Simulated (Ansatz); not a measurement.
# CoB2W2: further runs on the relaxed cell

Aim: for CoB2W2, fit an equation of state.

Program: Ansatz 0.2.0. Level of theory: DFT PBEsol, scalar-relativistic, plane waves, PAW. These are calculated values, not measurements.

### Step 1. The system as given

The structure is orthorhombic, space group Immm (No. 71). Conventional cell: a = 3.162 Å, b = 4.526 Å, c = 7.047 Å, α = 90.00°, β = 90.00°, γ = 90.00°. Co (site symmetry mmm) has 4 B at 2.06 Å in its first shell of neighbours. B (site symmetry m2m) has 1 B at 1.88 Å and 2 Co at 2.06 Å and 6 W at 2.32 to 2.49 Å in its first shell of neighbours. Around W (site symmetry mm2) lie 6 B at 2.32 to 2.49 Å and 4 Co at 2.63 to 2.67 Å.

Structure file:

```
Co B W
1.0
    -1.58095    2.26305    3.52348
     1.58095   -2.26305    3.52348
     1.58095    2.26305   -3.52348
Co B W
1 2 2
Direct
  0.00000 0.00000 0.00000
  0.70716 0.50000 0.20716
  0.29284 0.50000 0.79284
  0.29884 0.79884 0.50000
  0.70116 0.20116 0.50000
```

It is the result of an earlier relaxation at this level (volume 10.08 Å³/atom; gap on the mesh: none (metal)).

### Step 2. The cell scaled to 0.97 of its volume

The input, input.yaml:

```yaml
crystal:
  lattice:
    - [-1.5649815517, 2.2401888192, 3.4878888537]
    - [1.5649815517, -2.2401888192, 3.4878888537]
    - [1.5649815517, 2.2401888192, -3.4878888537]
  atoms:
    - { symbol: Co, position: [0.0, 0.0, 0.0] }
    - { symbol: B, position: [0.7071552706, 0.5, 0.2071552706] }
    - { symbol: B, position: [0.2928447294, 0.5, 0.7928447294] }
    - { symbol: W, position: [0.2988421348, 0.7988421348, 0.5] }
    - { symbol: W, position: [0.7011578652, 0.2011578652, 0.5] }
basis:
  ecutwfc: 420
kpoints:
  mp_grid: { grid: [14, 14, 14] }
hamiltonian:
  xc: pbesol
scf:
  occupations: { method: gaussian, width: 0.1 }
output:
  forces: true
  stress: true
  eigenvalues: true
relax:
  adjacent_minimum: "off"
  f_tol: 0.01
  max_steps: 30
  cell: { stress_tol: 0.1, fix: [volume] }
```

Started as:

```
$ ansatz run input.yaml --threads 1 --pin off --max-ram 2560MiB --backend cpu --events-out ev --progress --plain --runs-dir out
```

### Step 3. The cell scaled to 1.03 of its volume

Changes to input.yaml since step 2:

```diff
@@ -2,5 +2,5 @@
   lattice:
-    - [-1.5649815517, 2.2401888192, 3.4878888537]
-    - [1.5649815517, -2.2401888192, 3.4878888537]
-    - [1.5649815517, 2.2401888192, -3.4878888537]
+    - [-1.596605861, 2.2854573553, 3.5583702441]
+    - [1.596605861, -2.2854573553, 3.5583702441]
+    - [1.596605861, 2.2854573553, -3.5583702441]
   atoms:
```

### Step 4. Point at V/V0 = 0.94

The input, input.yaml:

```yaml
crystal:
  lattice:
    - [-1.5489070919, 2.2166389301, 3.4513760377]
    - [1.5489070919, -2.2166389301, 3.4513760377]
    - [1.5489070919, 2.2166389301, -3.4513760377]
  atoms:
    - { symbol: Co, position: [0.0, 0.0, 0.0] }
    - { symbol: B, position: [0.7074832372, 0.5, 0.2074832372] }
    - { symbol: B, position: [0.2925167628, 0.5, 0.7925167628] }
    - { symbol: W, position: [0.298343908, 0.798343908, 0.5] }
    - { symbol: W, position: [0.701656092, 0.201656092, 0.5] }
basis:
  ecutwfc: 420
kpoints:
  mp_grid: { grid: [14, 14, 14] }
hamiltonian:
  xc: pbesol
scf:
  occupations: { method: gaussian, width: 0.1 }
output:
  forces: true
  stress: true
  eigenvalues: true
relax:
  adjacent_minimum: "off"
  f_tol: 0.01
  max_steps: 30
  cell: { stress_tol: 0.1, fix: [volume] }
```

### Step 5. The cell scaled to 1.06 of its volume

The input, input.yaml:

```yaml
crystal:
  lattice:
    - [-1.6113686453, 2.3081053724, 3.5928581839]
    - [1.6113686453, -2.3081053724, 3.5928581839]
    - [1.6113686453, 2.3081053724, -3.5928581839]
  atoms:
    - { symbol: Co, position: [0.0, 0.0, 0.0] }
    - { symbol: B, position: [0.7068430307, 0.5, 0.2068430307] }
    - { symbol: B, position: [0.2931569693, 0.5, 0.7931569693] }
    - { symbol: W, position: [0.2994149772, 0.7994149772, 0.5] }
    - { symbol: W, position: [0.7005850228, 0.2005850228, 0.5] }
basis:
  ecutwfc: 420
kpoints:
  mp_grid: { grid: [14, 14, 14] }
hamiltonian:
  xc: pbesol
scf:
  occupations: { method: gaussian, width: 0.1 }
output:
  forces: true
  stress: true
  eigenvalues: true
relax:
  adjacent_minimum: "off"
  f_tol: 0.01
  max_steps: 30
  cell: { stress_tol: 0.1, fix: [volume] }
```

### Step 6. Volume × 0.91

The input, input.yaml:

```yaml
crystal:
  lattice:
    - [-1.532670419, 2.1924757602, 3.4138353161]
    - [1.532670419, -2.1924757602, 3.4138353161]
    - [1.532670419, 2.1924757602, -3.4138353161]
  atoms:
    - { symbol: Co, position: [0.0, 0.0, 0.0] }
    - { symbol: B, position: [0.707700304, 0.5, 0.207700304] }
    - { symbol: B, position: [0.292299696, 0.5, 0.792299696] }
    - { symbol: W, position: [0.2979082646, 0.7979082646, 0.5] }
    - { symbol: W, position: [0.7020917354, 0.2020917354, 0.5] }
basis:
  ecutwfc: 420
kpoints:
  mp_grid: { grid: [14, 14, 14] }
hamiltonian:
  xc: pbesol
scf:
  occupations: { method: gaussian, width: 0.1 }
output:
  forces: true
  stress: true
  eigenvalues: true
relax:
  adjacent_minimum: "off"
  f_tol: 0.01
  max_steps: 30
  cell: { stress_tol: 0.1, fix: [volume] }
```

### Step 7. The cell scaled to 1.10 of its volume

The input, input.yaml:

```yaml
crystal:
  lattice:
    - [-1.6303755461, 2.3374122295, 3.6387688729]
    - [1.6303755461, -2.3374122295, 3.6387688729]
    - [1.6303755461, 2.3374122295, -3.6387688729]
  atoms:
    - { symbol: Co, position: [0.0, 0.0, 0.0] }
    - { symbol: B, position: [0.706277093, 0.5, 0.206277093] }
    - { symbol: B, position: [0.293722907, 0.5, 0.793722907] }
    - { symbol: W, position: [0.3000519811, 0.8000519811, 0.5] }
    - { symbol: W, position: [0.6999480189, 0.1999480189, 0.5] }
basis:
  ecutwfc: 420
kpoints:
  mp_grid: { grid: [14, 14, 14] }
hamiltonian:
  xc: pbesol
scf:
  occupations: { method: gaussian, width: 0.1 }
output:
  forces: true
  stress: true
  eigenvalues: true
relax:
  adjacent_minimum: "off"
  f_tol: 0.01
  max_steps: 30
  cell: { stress_tol: 0.1, fix: [volume] }
```

### Step 8. Point at V/V0 = 0.88

The input, input.yaml:

```yaml
crystal:
  lattice:
    - [-1.515627084, 2.1679220087, 3.3762252295]
    - [1.515627084, -2.1679220087, 3.3762252295]
    - [1.515627084, 2.1679220087, -3.3762252295]
  atoms:
    - { symbol: Co, position: [0.0, 0.0, 0.0] }
    - { symbol: B, position: [0.7077195401, 0.5, 0.2077195401] }
    - { symbol: B, position: [0.2922804599, 0.5, 0.7922804599] }
    - { symbol: W, position: [0.2974965292, 0.7974965292, 0.5] }
    - { symbol: W, position: [0.7025034708, 0.2025034708, 0.5] }
basis:
  ecutwfc: 420
kpoints:
  mp_grid: { grid: [14, 14, 14] }
hamiltonian:
  xc: pbesol
scf:
  occupations: { method: gaussian, width: 0.1 }
output:
  forces: true
  stress: true
  eigenvalues: true
relax:
  adjacent_minimum: "off"
  f_tol: 0.01
  max_steps: 30
  cell: { stress_tol: 0.1, fix: [volume] }
```

(Steps that only read results are left out.)

**Question.** What will these runs give? Wanted: equilibrium volume of the fit; bulk modulus.

The runs gave:

| quantity | value |
| --- | --- |
| equilibrium volume of the fit | 10.08 Å³/atom |
| bulk modulus | 357 GPa |
| its pressure derivative | 4.3 |

In words: The fit puts the minimum at 10.08 Å³/atom with B = 357 GPa and B' = 4.3. The runs treat W without spin-orbit coupling. Spin polarisation is off in the runs that give these values; a magnetic solution could lie lower.
